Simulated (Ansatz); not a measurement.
**C₂H₇GeN: a ladder of functionals and wavefunction methods**

One table from this session's results is given with a row withheld; the runs are named, their logs left out.

Computed with Ansatz 0.2.0, Gaussian basis. Level: functionals in def2-TZVPP, the program's frozen cores in correlated methods.

Levels to be run: PBE-D4, r2SCAN-D4, PBE0-D4, B3LYP-D4, ωB97X-V, ωB97M-V, B2PLYP; CCSD(T)/def2-TZVPP; MP2/def2-QZVPP; extrapolation to the limit.

## Structure used throughout

An earlier PBE0-D4 in a triple-zeta def2 set relaxation fixed the geometry.

SMILES `C=[N][GeH2][CH3]`, 11 atoms, charge 0, spin multiplicity 1.

Atoms are counted from 1 here; the program's logs count them from 0.

Bond lengths: C1–N2 1.257 Å, C1–H5 1.103 Å, C1–H6 1.097 Å, N2–Ge3 1.866 Å, Ge3–C4 1.944 Å, Ge3–H7 1.550 Å, Ge3–H8 1.539 Å, C4–H9 1.090 Å, C4–H10 1.091 Å, C4–H11 1.091 Å. Angles: N2–C1–H5 125.0°, N2–C1–H6 119.8°, H5–C1–H6 115.2°, C1–N2–Ge3 119.6°, N2–Ge3–C4 107.3°, N2–Ge3–H7 109.2°, N2–Ge3–H8 106.8°, C4–Ge3–H7 111.9°, C4–Ge3–H8 111.4°, H7–Ge3–H8 110.1°, Ge3–C4–H9 109.6°, Ge3–C4–H10 110.1°, Ge3–C4–H11 110.6°, H9–C4–H10 108.8°, H9–C4–H11 108.9°, H10–C4–H11 108.8°.

As a file:

| atom | x (Å) | y (Å) | z (Å) |
| --- | --- | --- | --- |
| C1 | 0.2513 | 1.5589 | 1.5894 |
| N2 | -0.4403 | 0.5900 | 1.1843 |
| Ge3 | 0.3426 | -0.7149 | 0.1041 |
| C4 | -0.6696 | -0.7767 | -1.5545 |
| H5 | 1.3210 | 1.7089 | 1.3658 |
| H6 | -0.2088 | 2.3339 | 2.2152 |
| H7 | 1.8299 | -0.3511 | -0.1386 |
| H8 | 0.2428 | -2.0447 | 0.8716 |
| H9 | -1.7211 | -0.9634 | -1.3337 |
| H10 | -0.5848 | 0.1743 | -2.0815 |
| H11 | -0.2976 | -1.5725 | -2.2013 |

The first run:

File in.yaml:

```yaml
crystal:
  periodic: [false, false, false]
  atoms:
    - {symbol: C, position_ang: [0.251282, 1.558896, 1.589367]}
    - {symbol: N, position_ang: [-0.440306, 0.589982, 1.184343]}
    - {symbol: Ge, position_ang: [0.342573, -0.714853, 0.104091]}
    - {symbol: C, position_ang: [-0.669637, -0.776735, -1.554488]}
    - {symbol: H, position_ang: [1.321018, 1.708945, 1.365801]}
    - {symbol: H, position_ang: [-0.208842, 2.333919, 2.215231]}
    - {symbol: H, position_ang: [1.829931, -0.351095, -0.138633]}
    - {symbol: H, position_ang: [0.242772, -2.044733, 0.871597]}
    - {symbol: H, position_ang: [-1.721093, -0.963413, -1.333737]}
    - {symbol: H, position_ang: [-0.584798, 0.174257, -2.081475]}
    - {symbol: H, position_ang: [-0.297600, -1.572470, -2.201296]}
basis:
  gaussian: {orbitals: def2-TZVPP}
hamiltonian: {xc: pbe, dispersion: d4}
output: {forces: true, orbitals: {seedname: orbitals}}
```

The run is started by

```sh
$ ansatz run in.yaml --threads 4 --pin off --events-out ev --progress --plain --max-ram 10444MiB
```

Among the steps run: PBE-D4 (GGA); r2SCAN-D4 (meta-GGA); PBE0-D4 (hybrid); B3LYP-D4 (hybrid); ωB97X-V (range-separated); ωB97M-V (range-separated); B2PLYP (double hybrid); CCSD(T) in def2-TZVPP; MP2 in def2-QZVPP.

One of the session's tables, all rows but one given; the rest of the session is left out.

It belongs to the step «Atomisation energies». 

```
            method  atomisation energy (kcal/mol)
            PBE-D4                          939.4
         r2SCAN-D4                          923.4
           PBE0-D4                          923.6
          B3LYP-D4                          925.9
           ωB97X-V                          928.1
           ωB97M-V                          924.4
            B2PLYP                          916.2
     HF/def2-TZVPP                          662.9
    MP2/def2-TZVPP                          910.2
   CCSD/def2-TZVPP                          891.3
CCSD(T)/def2-TZVPP                              ?
           MP2/CBS                          930.9
       CCSD(T)/CBS                          925.6
```

**Question.** Estimate the row for CCSD(T)/def2-TZVPP.

The run gave: atomisation energy (kcal/mol): 904.9. In the column «atomisation energy (kcal/mol)» it lies between CCSD/def2-TZVPP (891.3) and MP2/def2-TZVPP (910.2).

Limits of these values: Free atoms (2 C, 1 N, 1 Ge, 7 H) were run apart at each level; the atomisation energy is their sum less the molecule, without zero-point or spin-orbit terms.
